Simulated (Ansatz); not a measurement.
# ClW: the cost of one run

Computed with Ansatz 0.2.0, Gaussian basis. Level: def2-TZVPP, core rule «outside noble gas», up to 9 orbitals frozen.

The runs, in order: UHF; ROHF; CCSD(T) on UHF.

2 further runs of the same task are left out: 2 set aside as unsound or not needed.

## (1) What is computed

The geometry is a PBE0/def2-TZVP stationary point (not a proven minimum). No spin-orbit coupling is included. Elements past krypton take def2 core potentials.

2 atoms, charge 1, spin multiplicity 3.

Atoms are counted from 1 here; the program's logs count them from 0.

Bond lengths: W1–Cl2 2.143 Å.

## (2) UHF

Input file in.yaml:

```yaml
crystal:
  periodic: [false, false, false]
  atoms:
    - {symbol: W, position_ang: [0.000000, 0.000000, 0.000000]}
    - {symbol: Cl, position_ang: [0.000000, 0.000000, 2.142800]}
basis:
  gaussian: {orbitals: def2-TZVPP}
total_charge: 1
magnetization: {spin_polarized: true, initial_magnetization: 2}
hamiltonian: {xc: hf}
output: {orbitals: {seedname: orbitals}}
```

Run with:

```bash
> ansatz run in.yaml --threads 1 --pin off --events-out ev --progress --plain --max-ram 4096MiB --backend cpu
```

Q: Estimate wall time and peak memory on 1 thread of AMD EPYC 7R13, shared host.

About 29 s, with a peak of 0.26 GiB.
